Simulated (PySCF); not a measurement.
# [Sm(NH3)2]2+: forces at shaken geometries

Aim: move all atoms of relaxed [Sm(NH3)2]2+ at random and read energies and forces. The structure is generated, not taken from experiment.

Program: PySCF 2.14.0. Level of theory: PBE0, Sm lcecp-0-SVP with ECP52, N def2-SVP, H def2-SVP; scalar-relativistic core potentials, no spin–orbit coupling. These are calculated values, not measurements.

3 further runs of the same task are left out: 2 for a known fault of the program, 1 that didn't finish.

## (1) The starting structure

9 atoms, charge 2, spin multiplicity 1.

Bond lengths: Sm1–N2 2.636 Å, Sm1–N6 2.636 Å, N2–H3 1.028 Å, N2–H4 1.028 Å, N2–H5 1.028 Å, N6–H7 1.028 Å, N6–H8 1.028 Å, N6–H9 1.028 Å. Angles: N2–Sm1–N6 110.5°, Sm1–N2–H3 115.3°, Sm1–N2–H4 115.3°, Sm1–N2–H5 114.8°, H3–N2–H4 103.4°, H3–N2–H5 103.3°, H4–N2–H5 103.3°, Sm1–N6–H7 114.9°, Sm1–N6–H8 114.9°, Sm1–N6–H9 115.5°, H7–N6–H8 103.3°, H7–N6–H9 103.3°, H8–N6–H9 103.3°.

As a file:

```xyz
9
charge 2, multiplicity 1
Sm   -0.0134   -1.3008   -0.0001
N     0.0021    0.2007    2.1665
H     0.8154    0.8222    2.2637
H    -0.7982    0.8389    2.2637
H    -0.0033   -0.3215    3.0525
N     0.0021    0.2012   -2.1663
H     0.8068    0.0536   -2.7893
H    -0.8055    0.0702   -2.7893
H     0.0125    1.2158   -2.0015
```

Formal oxidation states: Sm +2. Each metal's 6 4f electrons lie in its core potential, so multiplicities, spins and levels count the valence alone. An earlier session relaxed this geometry at PBE0, Sm lcecp-0-SVP with ECP52, N def2-SVP, H def2-SVP (singlet, point group Cs).

Its energy there is -141.266046 Eh.

## (2) Atoms moved at random, σ = 0.06 Å

File run.py (the lines that set the calculation):

```python
mol = gto.M(atom='''
Sm    -0.03926    -1.35097     0.02441
N      0.04570     0.13315     2.06833
H      0.79671     0.94464     2.27384
H     -0.75434     0.83525     2.22998
H     -0.01202    -0.40215     3.08615
N      0.00810     0.23350    -2.11519
H      0.76308     0.09653    -2.86719
H     -0.87929     0.14385    -2.73943
H      0.08968     1.14636    -1.96089''',
    basis={'Sm': 'lcecp-0-SVP', 'N': 'def2-SVP', 'H': 'def2-SVP'},
    ecp={'Sm': 'lcecp-0-SVP'},
    charge=2, spin=0)
mf = dft.RKS(mol, xc='PBE0')
mf.grids.atom_grid = (50, 194)  # f atoms: unpruned, at least (60, 302)
mf = mf.density_fit()  # fitting sets: Sm AutoAux, N def2-universal-JKFIT, H def2-universal-JKFIT
mf.conv_tol = 1e-08; mf.max_cycle = 55
mf.kernel(dm0)  # dm0: the density of the relaxed state
```

Started as:

```sh
$ OMP_NUM_THREADS=2 python run.py
```

## (3) Atoms moved at random, σ = 0.06 Å

File run.py (the lines that set the calculation):

```python
mol = gto.M(atom='''
Sm    -0.00061    -1.30817    -0.06421
N     -0.01695     0.16747     2.07283
H      0.81086     0.89240     2.28731
H     -0.86062     0.80372     2.17689
H     -0.02984    -0.31087     3.02856
N     -0.03549     0.24246    -2.06602
H      0.82034     0.11984    -2.70215
H     -0.81836     0.09416    -2.77460
H      0.14903     1.07913    -1.95860''',
    basis={'Sm': 'lcecp-0-SVP', 'N': 'def2-SVP', 'H': 'def2-SVP'},
    ecp={'Sm': 'lcecp-0-SVP'},
    charge=2, spin=0)
mf = dft.RKS(mol, xc='PBE0')
mf.grids.atom_grid = (50, 194)  # f atoms: unpruned, at least (60, 302)
mf = mf.density_fit()  # fitting sets: Sm AutoAux, N def2-universal-JKFIT, H def2-universal-JKFIT
mf.conv_tol = 1e-08; mf.max_cycle = 55
mf.kernel(dm0)  # dm0: the density of the relaxed state
```

## (4) Atoms moved at random, σ = 0.1 Å

File run.py (the lines that set the calculation):

```python
mol = gto.M(atom='''
Sm    -0.02678    -1.35579     0.09523
N     -0.04920     0.38445     2.11332
H      0.68103     0.82578     2.27945
H     -0.80477     0.75772     2.26401
H     -0.04494    -0.30344     3.08615
N      0.08697     0.04679    -2.08586
H      0.95400    -0.05175    -2.92342
H     -0.68662     0.20252    -2.69162
H     -0.09133     1.27387    -2.13727''',
    basis={'Sm': 'lcecp-0-SVP', 'N': 'def2-SVP', 'H': 'def2-SVP'},
    ecp={'Sm': 'lcecp-0-SVP'},
    charge=2, spin=0)
mf = dft.RKS(mol, xc='PBE0')
mf.grids.atom_grid = (50, 194)  # f atoms: unpruned, at least (60, 302)
mf = mf.density_fit()  # fitting sets: Sm AutoAux, N def2-universal-JKFIT, H def2-universal-JKFIT
mf.conv_tol = 1e-08; mf.max_cycle = 55
mf.kernel(dm0)  # dm0: the density of the relaxed state
```

Q: Predict the outcome of this session. Wanted: for each run, σ; energy rise; harmonic estimate −½ F·u; largest force component.

The runs gave:

| σ (Å) | energy rise (eV) | harmonic estimate −½ F·u (eV) | largest force component (eV/Å) |
| --- | --- | --- | --- |
| 0.06 | 0.954 | 0.953 | 5.98 |
| 0.06 | 1.330 | 1.381 | 12.19 |
| 0.1 | 3.900 | 3.757 | 15.53 |

Every displacement raises the energy. For a harmonic well the rise equals −½ F·u; the two differ by at most 4 % here (a move with σ = 0.06 Å), from anharmonicity, the grid and the small forces left at the relaxed point. The bases are small and lack diffuse functions. Spin–orbit coupling is left out.
